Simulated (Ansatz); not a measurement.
**AlInSb2: a tetragonal deformation path**

Aim: for AlInSb2, look for other minima along a tetragonal path.

Program: Ansatz 0.2.0. Level of theory: DFT PBEsol, scalar-relativistic, plane waves, PAW. These are calculated values, not measurements.

### Step 1. The starting structure

The structure is tetragonal, space group P-4m2 (No. 115). Conventional cell: a = 4.506 Å, b = 4.506 Å, c = 6.349 Å, α = 90.00°, β = 90.00°, γ = 90.00°. Around Al (site symmetry -4m2) lie 4 Sb at 2.70 Å. In (site symmetry -4m2) is surrounded by 4 Sb at 2.82 Å. Around Sb (site symmetry 2mm) lie 2 Al at 2.70 Å and 2 In at 2.82 Å.

Coordinates:

```
CELL_PARAMETERS angstrom
4.50617 0.00000 0.00000
0.00000 4.50617 0.00000
0.00000 0.00000 6.34882
ATOMIC_POSITIONS crystal
Al 0.00000 0.00000 0.00000
In 0.50000 0.50000 0.50000
Sb 0.00000 0.50000 0.23337
Sb 0.50000 0.00000 0.76663
```

It goes back to an entry of the Materials Project, which need not be the stable form.

The cell is taken as given, not relaxed at this level.

### Step 2. The reference cell

The reference gives a free energy of -18866.4860 eV, pressure -0.73 GPa, largest force 0.012 eV/Å and gap on the mesh 0.39 eV. It was computed beforehand with the settings of the runs below.

### Step 3. The scan: a tetragonal deformation path

At fixed volume and fractional coordinates, lengths along (0.000, 0.000, 1.000) are scaled against those across it; ρ is that ratio over its starting value.

### Step 4. ρ = 0.850

Input file input.yaml:

```yaml
crystal:
  lattice:
    - [4.7570111222, 0.0, 0.0]
    - [0.0, 4.7570111222, 0.0]
    - [0.0, 0.0, 5.6969075175]
  atoms:
    - { symbol: Al, position: [0.0, 0.0, 0.0] }
    - { symbol: In, position: [0.5, 0.5, 0.5] }
    - { symbol: Sb, position: [0.0, 0.5, 0.23336537] }
    - { symbol: Sb, position: [0.5, 0.0, 0.76663463] }
basis:
  ecutwfc: 420
kpoints:
  mp_grid: { grid: [8, 8, 6] }
hamiltonian:
  xc: pbesol
scf:
  occupations: { method: gaussian, width: 0.03 }
output:
  forces: true
  stress: true
  eigenvalues: true
  write_density: true
  write_potential: true
  elf: true
  volumetric_format: npy
```

Command:

```
$ ansatz run input.yaml --threads 1 --pin off --max-ram 2560MiB --backend cpu --events-out ev --progress --plain --runs-dir out
```

### Step 5. Point ρ = 1.200

input.yaml: that of step 4 with these lines changed.

```diff
@@ -2,5 +2,5 @@
   lattice:
-    - [4.7570111222, 0.0, 0.0]
-    - [0.0, 4.7570111222, 0.0]
-    - [0.0, 0.0, 5.6969075175]
+    - [4.2404641252, 0.0, 0.0]
+    - [0.0, 4.2404641252, 0.0]
+    - [0.0, 0.0, 7.1693654095]
   atoms:
```

### Step 6. Point ρ = 0.920

input.yaml: that of step 5 with these lines changed.

```diff
@@ -2,5 +2,5 @@
   lattice:
-    - [4.2404641252, 0.0, 0.0]
-    - [0.0, 4.2404641252, 0.0]
-    - [0.0, 0.0, 7.1693654095]
+    - [4.63316606, 0.0, 0.0]
+    - [0.0, 4.63316606, 0.0]
+    - [0.0, 0.0, 6.0055359401]
   atoms:
@@ -22,5 +22 @@
   eigenvalues: true
-  write_density: true
-  write_potential: true
-  elf: true
-  volumetric_format: npy
```

### Step 7. ρ = 1.100

input.yaml: that of step 6 with these lines changed.

```diff
@@ -2,5 +2,5 @@
   lattice:
-    - [4.63316606, 0.0, 0.0]
-    - [0.0, 4.63316606, 0.0]
-    - [0.0, 0.0, 6.0055359401]
+    - [4.365254617, 0.0, 0.0]
+    - [0.0, 4.365254617, 0.0]
+    - [0.0, 0.0, 6.765319979]
   atoms:
```

### Step 8. ρ = 0.960

input.yaml: that of step 7 with these lines changed.

```diff
@@ -2,5 +2,5 @@
   lattice:
-    - [4.365254617, 0.0, 0.0]
-    - [0.0, 4.365254617, 0.0]
-    - [0.0, 0.0, 6.765319979]
+    - [4.5679015066, 0.0, 0.0]
+    - [0.0, 4.5679015066, 0.0]
+    - [0.0, 0.0, 6.1783718175]
   atoms:
```

### Step 9. Point ρ = 1.050

input.yaml: that of step 8 with these lines changed.

```diff
@@ -2,5 +2,5 @@
   lattice:
-    - [4.5679015066, 0.0, 0.0]
-    - [0.0, 4.5679015066, 0.0]
-    - [0.0, 0.0, 6.1783718175]
+    - [4.433472739, 0.0, 0.0]
+    - [0.0, 4.433472739, 0.0]
+    - [0.0, 0.0, 6.5587249451]
   atoms:
```

### Step 10. At ρ = 0.800

input.yaml: that of step 9 with these lines changed.

```diff
@@ -2,5 +2,5 @@
   lattice:
-    - [4.433472739, 0.0, 0.0]
-    - [0.0, 4.433472739, 0.0]
-    - [0.0, 0.0, 6.5587249451]
+    - [4.8541196792, 0.0, 0.0]
+    - [0.0, 4.8541196792, 0.0]
+    - [0.0, 0.0, 5.4712497962]
   atoms:
```

### Step 11. Point ρ = 1.300

input.yaml: that of step 10 with these lines changed.

```diff
@@ -2,5 +2,5 @@
   lattice:
-    - [4.8541196792, 0.0, 0.0]
-    - [0.0, 4.8541196792, 0.0]
-    - [0.0, 0.0, 5.4712497962]
+    - [4.1288207115, 0.0, 0.0]
+    - [0.0, 4.1288207115, 0.0]
+    - [0.0, 0.0, 7.5623270182]
   atoms:
```

(Steps that only read results are left out.)

Before running it: what results should come out? Wanted: highest point.

The runs gave:

| quantity | value |
| --- | --- |
| highest point | 186.4 meV/atom at ρ = 1.300 |

**Reading.** The undisturbed cell stays the lowest of the sampled points. No further minimum shows among the sampled points. The gap on the mesh, 0.39 eV at the start, reads zero at ρ = 0.800. These runs have no spin-orbit coupling; with Sb it would split and shift bands.
